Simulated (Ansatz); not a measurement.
# Be2ZnSe3: the cost of one run

Computed with Ansatz 0.2.0 (DFT PBE, scalar-relativistic, plane waves, PAW, unless a step's input says otherwise).

**1. The structure to begin with**

The structure is orthorhombic, space group Cmmm (No. 65). Conventional cell: a = 5.594 Å, b = 9.395 Å, c = 4.340 Å, α = 90.00°, β = 90.00°, γ = 90.00°. Be (site symmetry 2/m) has 6 Se at 2.71 to 2.73 Å and 2 Be at 2.80 Å as nearest neighbours. Zn (site symmetry mmm) has 10 Se at 3.18 to 3.54 Å and 8 Be at 3.49 Å as nearest neighbours. Se (site symmetry m2m) has 5 Se at 2.65 to 3.26 Å and 4 Be at 2.71 Å and 3 Zn at 3.18 Å as nearest neighbours. Se (site symmetry mmm) is surrounded by 4 Se at 2.65 Å and 4 Be at 2.73 Å and 4 Zn at 3.54 Å.

Structure file:

```xyz
6
Lattice="2.7972 -4.6976 0.0000 2.7972 4.6976 0.0000 0.0000 0.0000 4.3403" Properties=species:S:1:pos:R:3 pbc="T T T"
Be    1.3986   -2.3488    2.1701
Be    1.3986    2.3488    2.1701
Zn    0.0000    0.0000    0.0000
Se    2.7972   -1.5135    0.0000
Se    2.7972    1.5135    0.0000
Se    2.7972    0.0000    2.1701
```

A structure generator made this guess: species swapped into a database cell of LaAl2Cu3 (Cmmm, No. 65), with Zn on the La sites, Be on the Al sites and Se on the Cu sites. The dimensions are guesses.

**2. Probe: one point on a coarse mesh**

The input, input.yaml:

```yaml
crystal:
  lattice:
    - [2.79717825, -4.69760395, 0.0]
    - [2.79717825, 4.69760395, 0.0]
    - [0.0, 0.0, 4.3402941]
  atoms:
    - { symbol: Be, position: [0.5, 0.0, 0.5] }
    - { symbol: Be, position: [0.0, 0.5, 0.5] }
    - { symbol: Zn, position: [0.0, 0.0, 0.0] }
    - { symbol: Se, position: [0.66109169, 0.33890831, 0.0] }
    - { symbol: Se, position: [0.33890831, 0.66109169, 0.0] }
    - { symbol: Se, position: [0.5, 0.5, 0.5] }
basis:
  ecutwfc: 420
kpoints:
  mp_grid: { grid: [4, 4, 4] }
hamiltonian:
  xc: pbe
scf:
  occupations: { method: gaussian, width: 0.1 }
  lower_state_search: "off"
output:
  forces: true
  stress: true
  eigenvalues: true
```

Started as:

```bash
ansatz run input.yaml --threads 1 --pin off --max-ram 2560MiB --backend cpu --events-out ev --progress --plain --runs-dir out
```

**Question.** How long does this run take on 1 thread of AMD EPYC 9R45 (Zen 5), shared host, and how much memory does it need?

About 2 s, with a peak of 0.47 GiB.
